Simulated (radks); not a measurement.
# Cr²⁺ in [Ne] 3s2 3p5.75 3d4 4p0.25: an all-electron calculation

Wanted: eigenvalues, radial structure and energy terms of the chromium ion Cr2+.

The numbers are computed with radks (a radial shooting solver on a logarithmic mesh, Libxc functionals) version 1 (scalar-relativistic Kohn-Sham, PBE, spin-polarised, spherical densities, finite nucleus; open shells are filled with parallel spins first), except any that are marked as measured or tabulated.

### 1 Starting point

| Property | Result |
| --- | --- |
| element | chromium (Z = 24) |
| charge | +2 |
| electrons | 22 |
| configuration | [Ne] 3s2 3p5.75 3d4 4p0.25 |
| nuclear rms radius | 3.6452 fm |

### 2 Self-consistent calculation

The run's settings:

```text
Z 24
configuration [Ne] 3s2 3p5.75 3d4 4p0.25
relativity scalar-relativistic
functional pbe,pbe
spin polarised
nucleus finite rms 3.6452 fm
c 137.035999084
```

Q: Predict the outcome of this run.

**Answer**, as computed:

```
                        quantity                   value
                    total energy     -1049.35664 hartree
exchange-correlation share of it                  4.59 %
                            −T/E                  1.0102
          highest occupied level       4p up, -14.597 eV
    most extended occupied level  4p up, <r> = 3.11 bohr
 radius at density 0.001 e/bohr³               3.35 bohr
    maxima of the radial density                       3
```

4 principal shells are occupied and 3 maxima appear in the radial density; where shells overlap, one shows as a shoulder or not at all. −T/E is 1.010: with relativity the kinetic term as defined here no longer equals −E. This is not the tabulated ground configuration, so its levels and sizes aren't those of the ground state, and no measured value stands beside it.
